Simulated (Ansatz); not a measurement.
**SrO (Fm-3m): relaxation of cell and ions from a Python script**

What cell does SrO (Fm-3m) relax to? The task is a relaxation of cell and ions, for SrO (Fm-3m).

The COD entry's cell or inner coordinates are ideal or old and differ from later refinements, so a difference from it is no clean test against experiment.

Computed with Ansatz 0.2.0 through its Python package. Level of theory: DFT LDA, plane waves, PAW.

### Step 1. The system

The structure is cubic, space group Fm-3m (No. 225). The conventional cell has a = 5.133 Å, b = 5.133 Å, c = 5.133 Å, α = 90.00°, β = 90.00°, γ = 90.00°. Sr (site symmetry m-3m) is surrounded by 6 O at 2.57 Å. O (site symmetry m-3m) has 6 Sr at 2.57 Å as nearest neighbours.

No structure file is read: the coordinates are typed or built in the script.

### Step 2. The script

Input file vcrelax.py:

```python
"""Cell relaxation of SrO."""

import warnings

import ansatz as az
from ase import Atoms
from ase.neighborlist import neighbor_list
import matplotlib.pyplot as plt
import numpy as np

SMEARING = "Fixed"
TOLERANCE = 1e-08
FORCE_TOL = 0.03

def edges_and_angles(cell):
    cell = np.asarray(cell)
    a, b, c = np.linalg.norm(cell, axis=1)
    cosines = cell[1] @ cell[2] / (b * c), cell[0] @ cell[2] / (a * c), cell[0] @ cell[1] / (a * b)
    return (a, b, c, *np.degrees(np.arccos(cosines)))

warnings.simplefilter("ignore", az.DeckWarning)

atoms = Atoms(
    ["Sr", "O"],
    scaled_positions=[
        [0.5, 0.5, 0.5],
        [0.0, 0.0, 0.0],
    ],
    cell=[
        [0.0, 2.5663, 2.5663],
        [2.5663, 0.0, 2.5663],
        [2.5663, 2.5663, 0.0],
    ],
    pbc=True,
)
cell = az.Crystal.from_ase(atoms)

# only the volume may change
calculation = (
    cell.calculation()
    .functional(az.Functional.LDA)
    .kpoints(5, center="gamma")  # the mesh must be finer for metals
    .occupations(SMEARING)  # whole-number filling, right only where there is a gap
    .scf(tolerance=TOLERANCE)
    .relax(force_tolerance=FORCE_TOL, fix_cell=["shape"], stress_tolerance=0.05)  # relax until the tolerances are met
    .band_table()  # levels at the mesh points
)
steps = []


def follow(event):
    if event["event"] != "relax_step":
        return
    row = event["data"]
    steps.append(row)
    print(f"step {row['step']:3d}  E = {row['lagrangian_ev']:.5f} eV  largest force component = {row['allowed_force_max_ev_ang']:.4f} eV/A  P = {row['pressure_gpa']:.3f} GPa")


outcome = calculation.session().plan(threads=1).execute(on_event=follow)
data = outcome.report

first, last = steps[0], steps[-1]
symbols = [site.symbol for site in outcome.lattice.sites]
print(f"energy gained {first['lagrangian_ev'] - last['lagrangian_ev']:.4f} eV in {len(steps) - 1} steps")
for label, vectors in (("before", first["cell_ang"]), ("after", outcome.lattice.cell_ang)):
    print(label, "a b c (A) {:.4f} {:.4f} {:.4f}  angles {:.2f} {:.2f} {:.2f}".format(*edges_and_angles(vectors)), f" V = {abs(np.linalg.det(vectors)):.3f} A^3")
print("final stress xx yy zz (GPa, compression positive):", np.round(np.diag(data["stress_gpa"]), 3) + 0.0)

final = Atoms(symbols, positions=last["positions_ang"], cell=outcome.lattice.cell_ang, pbc=True)
i, j, d = neighbor_list("ijd", final, 4.5)
print("neighbours within 1.2 times the shortest distance of each atom (A)")
for atom in range(len(final)):
    near = [m for m in np.argsort(d) if i[m] == atom]
    shell = [m for m in near if d[m] < 1.2 * d[near[0]]]
    print(f"{symbols[atom]}{atom} ({len(shell)}):", ", ".join(f"{symbols[j[m]]} {d[m]:.3f}" for m in shell))

print("atom   start x y z (A)              end x y z (A)")
for symbol, a, b in zip(symbols, first["positions_ang"], last["positions_ang"]):
    print(f"{symbol:3s}", " ".join(f"{v:8.4f}" for v in a), "  ", " ".join(f"{v:8.4f}" for v in b))

fig, (top, bottom) = plt.subplots(2, 1, sharex=True, figsize=(4.5, 4))
top.plot([s["lagrangian_ev"] - last["lagrangian_ev"] for s in steps], "o-")
top.set_ylabel("E - E(final) (eV)")
bottom.semilogy([max(s["allowed_force_max_ev_ang"], 1e-6) for s in steps], "s-")
bottom.set(xlabel="step", ylabel="largest force (eV/A)")
fig.tight_layout()
fig.savefig("relax.png", dpi=100)

change = np.array(last["positions_ang"]) @ np.linalg.inv(last["cell_ang"]) - np.array(first["positions_ang"]) @ np.linalg.inv(first["cell_ang"])
moved = np.linalg.norm(change @ np.array(last["cell_ang"]), axis=1)
print("displacement within the cell, strain taken out (A):", " ".join(f"{s}:{d:.3f}" for s, d in zip(symbols, moved)))

energy = data["free_energy_ev"]
print("SrO: {:.6f} eV = {:.6f} Ry = {:.6f} Ha".format(energy, energy / 13.605693, energy / 27.211386))
print("Fermi level {:.4f} eV, {} k-points, {} symmetry operations".format(data["fermi_energy_ev"], data["n_kpoints"], data["n_symmetry_ops"]))

# band edges over the mesh points; the true edges can lie between them
levels = np.array(data["eigenvalues_ev"])
filled = round(data["n_electrons"] / 2)
top, bottom = levels[:, filled - 1], levels[:, filled]
print("top of band", filled, "at k =", data["kpoints_frac"][top.argmax()], f"{top.max():.4f} eV")
print("bottom of band", filled + 1, "at k =", data["kpoints_frac"][bottom.argmin()], f"{bottom.min():.4f} eV")
print(f"gap by band count {bottom.min() - top.max():.3f} eV, least direct gap {(bottom - top).min():.3f} eV")
```

### Step 3. Running it

Command:

```bash
$ python vcrelax.py
```

Q: Predict the main results. Wanted: free energy; moves of the relaxation; energy gained; last largest force component; relaxed conventional cell; space group at the end.

As calculated:

| quantity | value |
| --- | --- |
| free energy | -4002.8281 eV (-2001.4141 eV/atom) |
| moves of the relaxation | 3 |
| energy gained (ahead of the last change of basis) | 8.1 meV/atom |
| last largest force component | 0.0000 eV/Å |
| relaxed conventional cell | a = 5.064 Å, b = 5.064 Å, c = 5.064 Å, α = 90.00°, β = 90.00°, γ = 90.00° |
| space group at the end | Fm-3m |

**Reading.** Over 3 moves the cell shrank by 3.9 % in volume, and the space group stayed Fm-3m. Along an axis with an odd division the mesh misses the point at one half; a gap read on a finite mesh is an upper bound on this functional's gap. Forces vanish by symmetry, so the ions can't move, and the end may be a saddle. Energy and stress may still move on a finer k-point mesh. Only differences from the Fermi energy are physical; the zero of the scale is a convention. Energies along a relaxation are free energies. Rows at an unchanged volume are solved on a plane-wave basis chosen afresh for that cell, so the energy jumps there and such rows are no steps of the walk. The program warned that this SCF threshold is loose for forces or stresses. Edges and angles that the script prints are those of the cell as typed, here a primitive one. Of the deposited cell: the entry's cell lengths or inner coordinates differ somewhat from later room-temperature determinations.
